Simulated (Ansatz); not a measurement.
**C6H12O2: basis-set convergence**

The task here is to estimate one member of a computed series from the others.

Program: Ansatz 0.2.0, Gaussian basis. Level of theory: one geometry, several basis sets. These are calculated values, not measurements.

Levels to be run: PBE0-D4/def2-SVP; ωB97M-V/def2-SVP; PBE0-D4/def2-QZVPP; ωB97M-V/def2-QZVPP; the functionals' def2-TZVPP values are taken from earlier runs.

## The geometry

The geometry comes from an earlier relaxation with PBE0-D4 in a triple-zeta def2 set; it is a stationary point, not always the lowest conformer.

SMILES `CC(=O)OC(C)(C)C`, 20 atoms, charge 0, spin multiplicity 1.

Atoms are counted from 1 here; the program's logs count them from 0.

Bond lengths: C1–C2 1.501 Å, C1–H9 1.087 Å, C1–H10 1.092 Å, C1–H11 1.091 Å, C2–O3 1.203 Å, C2–O4 1.336 Å, O4–C5 1.458 Å, C5–C6 1.519 Å, C5–C7 1.518 Å, C5–C8 1.519 Å, C6–H12 1.092 Å, C6–H13 1.088 Å, C6–H14 1.092 Å, C7–H15 1.092 Å, C7–H16 1.092 Å, C7–H17 1.092 Å, C8–H18 1.092 Å, C8–H19 1.092 Å and more. Angles: C2–C1–H9 109.5°, C2–C1–H10 109.8°, C2–C1–H11 110.0°, H9–C1–H10 110.0°, H9–C1–H11 110.2°, H10–C1–H11 107.3°, C1–C2–O3 124.4°, C1–C2–O4 110.2°, O3–C2–O4 125.4°, C2–O4–C5 121.5°, O4–C5–C6 110.2°, O4–C5–C7 102.9°, O4–C5–C8 110.2°, C6–C5–C7 110.5°, C6–C5–C8 112.2°, C7–C5–C8 110.5°, C5–C6–H12 110.3°, C5–C6–H13 111.4° and more.

As a file:

```
C     2.5501    0.3518   -1.4685
C     1.4279   -0.3725   -0.7834
O     1.3601   -1.5680   -0.6694
O     0.5259    0.5005   -0.3263
C    -0.6717    0.0589    0.3788
C    -1.5297   -0.8024   -0.5323
C    -1.3778    1.3641    0.6963
C    -0.2900   -0.6647    1.6590
H     3.2851   -0.3675   -1.8208
H     2.1598    0.9296   -2.3085
H     3.0153    1.0572   -0.7777
H    -1.7412   -0.2739   -1.4647
H    -1.0408   -1.7472   -0.7620
H    -2.4815   -1.0109   -0.0386
H    -2.3063    1.1647    1.2346
H    -1.6175    1.9043   -0.2216
H    -0.7458    2.0014    1.3177
H    -1.1925   -0.8691    2.2395
H     0.3681   -0.0391    2.2663
H     0.2108   -1.6077    1.4479
```

Set-up of the first run:

File in.yaml:

```yaml
crystal:
  periodic: [false, false, false]
  atoms:
    - {symbol: C, position_ang: [2.550052, 0.351845, -1.468533]}
    - {symbol: C, position_ang: [1.427906, -0.372473, -0.783429]}
    - {symbol: O, position_ang: [1.360092, -1.568026, -0.669445]}
    - {symbol: O, position_ang: [0.525915, 0.500474, -0.326287]}
    - {symbol: C, position_ang: [-0.671670, 0.058886, 0.378830]}
    - {symbol: C, position_ang: [-1.529692, -0.802388, -0.532282]}
    - {symbol: C, position_ang: [-1.377829, 1.364119, 0.696287]}
    - {symbol: C, position_ang: [-0.290001, -0.664747, 1.658982]}
    - {symbol: H, position_ang: [3.285057, -0.367509, -1.820848]}
    - {symbol: H, position_ang: [2.159774, 0.929608, -2.308518]}
    - {symbol: H, position_ang: [3.015338, 1.057186, -0.777703]}
    - {symbol: H, position_ang: [-1.741204, -0.273901, -1.464663]}
    - {symbol: H, position_ang: [-1.040772, -1.747157, -0.761998]}
    - {symbol: H, position_ang: [-2.481538, -1.010928, -0.038599]}
    - {symbol: H, position_ang: [-2.306269, 1.164728, 1.234589]}
    - {symbol: H, position_ang: [-1.617453, 1.904263, -0.221601]}
    - {symbol: H, position_ang: [-0.745841, 2.001377, 1.317721]}
    - {symbol: H, position_ang: [-1.192463, -0.869123, 2.239522]}
    - {symbol: H, position_ang: [0.368114, -0.039079, 2.266254]}
    - {symbol: H, position_ang: [0.210784, -1.607654, 1.447924]}
basis:
  gaussian: {orbitals: def2-SVP}
hamiltonian: {xc: pbe0, dispersion: d4}
output: {orbitals: {seedname: orbitals}}
```

The run is started by

```sh
$ ansatz run in.yaml --threads 2 --pin off --events-out ev --progress --plain --max-ram 22528MiB --backend cpu
```

Among the steps run: PBE0-D4 in def2-SVP; ωB97M-V in def2-SVP; PBE0-D4 in def2-QZVPP; ωB97M-V in def2-QZVPP.

One table of the session follows, with a row left open; its other results are not shown here.

It belongs to the step «Functionals by basis». 

| functional | basis | HOMO (eV) | LUMO (eV) |
| --- | --- | --- | --- |
| PBE0-D4 | def2-SVP | -7.54 | 0.63 |
| PBE0-D4 | def2-TZVPP | ? | ? |
| PBE0-D4 | def2-QZVPP | -7.67 | 0.42 |
| ωB97M-V | def2-SVP | -9.95 | 2.94 |
| ωB97M-V | def2-TZVPP | -10.08 | 2.41 |
| ωB97M-V | def2-QZVPP | -10.10 | 1.63 |

Q: Estimate the row for PBE0-D4, def2-TZVPP from the others.

**Answer.** HOMO (eV): -7.65; LUMO (eV): 0.48. In the column «HOMO (eV)» it lies between PBE0-D4, def2-QZVPP (-7.67) and PBE0-D4, def2-SVP (-7.54).
